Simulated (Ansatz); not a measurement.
**C2H7InSe: up Jacob's ladder to CCSD(T)**

How much do the methods differ for C2H7InSe? The plan is to run it at one geometry with functionals of several rungs and with coupled cluster. The yardstick is the atomisation energy at the CCSD(T) limit.

The runs use Ansatz 0.2.0, Gaussian basis; functionals in def2-TZVPP, the program's frozen cores in correlated methods.

Levels to be run: LDA (SPW92), PBE-D4, revPBE-D4, BLYP-D4, r2SCAN-D4, B97M-V, PBE0-D4, B3LYP-D4, r2SCANh-D4, r2SCAN0-D4, HSE06-D4, BHLYP-D4, CAM-B3LYP-D4, LC-ωPBE, ωB97X-V, ωB97M-V, B2PLYP, PBE-QIDH; CCSD(T)/def2-SVP; CCSD(T)/def2-TZVPP; MP2/def2-QZVPP; extrapolation to the limit; RPA on PBE.

## Step 1: The relaxed structure

An earlier PBE0-D4 in a triple-zeta def2 set relaxation fixed the geometry. In takes the def2 core potential; no spin-orbit term is included.

SMILES `[CH3][In]([CH3])[SeH]`, 11 atoms, charge 0, spin multiplicity 1.

Atoms are counted from 1 here; the program's logs count them from 0.

Bond lengths: C1–In2 2.148 Å, C1–H5 1.089 Å, C1–H6 1.092 Å, C1–H7 1.091 Å, In2–C3 2.148 Å, In2–Se4 2.530 Å, C3–H8 1.090 Å, C3–H9 1.091 Å, C3–H10 1.092 Å, Se4–H11 1.469 Å. Angles: In2–C1–H5 110.5°, In2–C1–H6 109.9°, In2–C1–H7 110.0°, H5–C1–H6 109.1°, H5–C1–H7 109.2°, H6–C1–H7 108.1°, C1–In2–C3 130.7°, C1–In2–Se4 113.9°, C3–In2–Se4 115.4°, In2–C3–H8 111.4°, In2–C3–H9 109.8°, In2–C3–H10 109.1°, H8–C3–H9 109.4°, H8–C3–H10 108.8°, H9–C3–H10 108.3°, In2–Se4–H11 92.9°.

## Step 2: LDA

This LDA is Slater exchange with PW92 correlation.

Contents of in.yaml:

```yaml
crystal:
  periodic: [false, false, false]
  atoms:
    - {symbol: C, position_ang: [0.999973, 1.759064, -0.793460]}
    - {symbol: In, position_ang: [0.161422, -0.130735, -0.212668]}
    - {symbol: C, position_ang: [-1.281098, -0.616609, 1.303128]}
    - {symbol: Se, position_ang: [1.048116, -2.095272, -1.537446]}
    - {symbol: H, position_ang: [1.696013, 1.629654, -1.621413]}
    - {symbol: H, position_ang: [1.528201, 2.206329, 0.050604]}
    - {symbol: H, position_ang: [0.205021, 2.442396, -1.097433]}
    - {symbol: H, position_ang: [-1.840855, 0.265054, 1.615903]}
    - {symbol: H, position_ang: [-1.972634, -1.370572, 0.925590]}
    - {symbol: H, position_ang: [-0.762461, -1.029994, 2.170539]}
    - {symbol: H, position_ang: [0.218302, -3.059324, -0.803335]}
basis:
  gaussian: {orbitals: def2-TZVPP}
hamiltonian: {xc: lda}
output: {orbitals: {seedname: orbitals}}
```

The run is started by

```
$ ansatz run in.yaml --threads 4 --pin off --events-out ev --progress --plain --max-ram 10444MiB
```

After this run come: PBE-D4 (GGA); revPBE-D4 (GGA); BLYP-D4 (GGA); r2SCAN-D4 (meta-GGA); B97M-V (meta-GGA); B3LYP-D4 (hybrid); r2SCANh-D4 (hybrid); r2SCAN0-D4 (hybrid); HSE06-D4 (hybrid); BHLYP-D4 (hybrid); CAM-B3LYP-D4 (range-separated); LC-ωPBE (range-separated); ωB97X-V (range-separated); ωB97M-V (range-separated); B2PLYP (double hybrid); PBE-QIDH (double hybrid); CCSD(T) in def2-SVP; CCSD(T) in def2-TZVPP; MP2 in def2-QZVPP; RPA on PBE orbitals.

Before running them: what should the planned runs give, taken together? Wanted: atomisation energy, CCSD(T)/CBS; farthest beyond LDA; mean size of error, GGA; mean size of error, meta-GGA; mean size of error, hybrid; mean size of error, range-separated; mean size of error, double hybrid; gap, smallest and largest; T1 diagnostic.

**Answer**, as computed:

| quantity | value |
| --- | --- |
| atomisation energy, CCSD(T)/CBS | 3605.1 kJ/mol |
| functionals within 36.1 kJ/mol (1.0 %) | PBE-D4, r2SCAN-D4, B97M-V, PBE0-D4, r2SCANh-D4, HSE06-D4, CAM-B3LYP-D4, ωB97X-V, ωB97M-V, PBE-QIDH |
| farthest beyond LDA | BHLYP-D4 (-104.3 kJ/mol) |
| mean size of error, GGA | 50.4 kJ/mol |
| mean size of error, meta-GGA | 17.8 kJ/mol |
| mean size of error, hybrid | 42.5 kJ/mol |
| mean size of error, range-separated | 24.7 kJ/mol |
| mean size of error, double hybrid | 52.5 kJ/mol |
| gap, smallest and largest | 3.83 eV (BLYP-D4), 10.19 eV (LC-ωPBE) |
| T1 diagnostic | 0.0111 |
| triples share of the correlation energy | 3.5 % |

**Reading.** LDA overbinds by 447.3 kJ/mol (12 %). PBE-D4 misses by +10.3 kJ/mol. Double hybrids carry the basis error of their MP2 part in triple zeta, and no dispersion term here, so their miss is partly the set-up's. The rungs meta-GGA, range-separated miss on average by less than the doubt on the reference (36.1 kJ/mol), so they tie. The reference freezes the cores and leaves out spin-orbit coupling and excitations past (T), and its outer-core shells are covered unevenly, so misses under about 36.1 kJ/mol can't be ranked. All levels share the lack of spin-orbit coupling, which lowers the free heavy atoms and so the true binding. Hartree-Fock recovers 74 % of the binding; the rest is correlation. CCSD(T) in def2-SVP is off by -209.6 kJ/mol, which most functionals beat. Orbital gaps span 3.8 to 10.2 eV; exact exchange widens them. Correlated methods include outer-core shells of In, Se, which these sets cover unevenly.
